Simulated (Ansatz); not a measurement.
**CHGeP (singlet): from Hartree-Fock to the top rungs, cc-pVDZ**

An exercise on one series of results from a longer session: the logs are not shown, and one member is left open.

Method: cc-pVDZ, core rule «outside noble gas», up to 20 orbitals frozen; program: Ansatz 0.2.0, Gaussian basis.

Plan: UHF; CCSD(T) on RHF; CCSD(T) on UHF; BCCD(T) on RHF; CISD; CCSDT(Q) on RHF; CCSDT(Q) on UHF; CASSCF and MRCISD+Q, 8 electrons in 8 orbitals; CASSCF and NEVPT2, 8 electrons in 8 orbitals.

27 further runs of the same task are left out: 10 that didn't finish, 17 set aside as unsound or not needed.

**The geometry**

The geometry is a PBE0/def2-TZVP stationary point (not a proven minimum) of the parent state, kept for this charge and spin. No spin-orbit coupling is included. The filled d shell of Ge may be among the frozen orbitals whatever the setting's name suggests; the logs give the count.

4 atoms, charge 0, spin multiplicity 1.

Atoms are counted from 1 here; the program's logs count them from 0.

Bond lengths: Ge1–C2 1.826 Å, Ge1–H4 1.542 Å, C2–P3 1.569 Å. Angles: C2–Ge1–H4 121.3°, Ge1–C2–P3 172.7°.

The first run:

The input, in.yaml:

```yaml
crystal:
  periodic: [false, false, false]
  atoms:
    - {symbol: Ge, position_ang: [-0.000006, -0.362480, 1.077720]}
    - {symbol: C, position_ang: [0.000045, -0.223453, -0.743263]}
    - {symbol: P, position_ang: [-0.000013, -0.304738, -2.310287]}
    - {symbol: H, position_ang: [-0.000027, 0.890671, 1.975829]}
basis:
  gaussian: {orbitals: cc-pVDZ}
magnetization: {spin_polarized: true, initial_magnetization: 0}
hamiltonian: {xc: hf}
output: {orbitals: {seedname: orbitals}}
```

The run is started by

```sh
$ ansatz run in.yaml --threads 1 --pin off --events-out ev --progress --plain --max-ram 2393MiB
```

Steps of the session up to this table: UHF; CCSD(T) on RHF; CCSD(T) on UHF; BCCD(T) on RHF; CISD; CCSDT(Q) on RHF; CCSDT(Q) on UHF; CASSCF and MRCISD+Q, 8 electrons in 8 orbitals; CASSCF and NEVPT2, 8 electrons in 8 orbitals.

One table of the session follows, with a row left open; its other results are not shown here.

| method | from RCCSDT(Q) (kcal/mol) |
| --- | --- |
| RHF | +229.92 |
| UHF | +223.45 |
| RMP2 | +30.28 |
| UMP2 | +41.41 |
| RCCSD | +13.54 |
| UCCSD | +14.31 |
| RCCSD(T) | ? |
| UCCSD(T) | +2.79 |
| BCCD(T) | +1.80 |
| RCCSDT | +1.40 |
| UCCSDT | +1.63 |
| RCCSDT(Q) | 0 |
| UCCSDT(Q) | +0.08 |
| CASSCF frontier | +155.00 |
| MRCISD frontier | +19.46 |
| MRCISD+Q frontier | +2.69 |

Estimate the missing values for RCCSD(T).

The run gave: from RCCSDT(Q) (kcal/mol): +1.85. In the column «from RCCSDT(Q) (kcal/mol)» it lies between BCCD(T) (+1.80) and MRCISD+Q frontier (+2.69).

Not comparable, so not listed: CISD; CASSCF and NEVPT2, 8 electrons in 8 orbitals (they don't share determinant, frozen orbitals or solution with the rows shown, or repeat one).

Limits of these values: The determinant is far from a pure spin state, so its energy mixes those of several spin states (harmless only where they are near-degenerate, as at dissociation). Warnings: restricted reference is unstable; spin contamination; coupled cluster took another determinant than the lowest; large T1 diagnostic. Restricted and unrestricted rows rest on different reference determinants; where their highest levels disagree by more than a few hundredths of an eV, they describe different states and don't form one ladder. Warnings in the runs' records: passed over end.
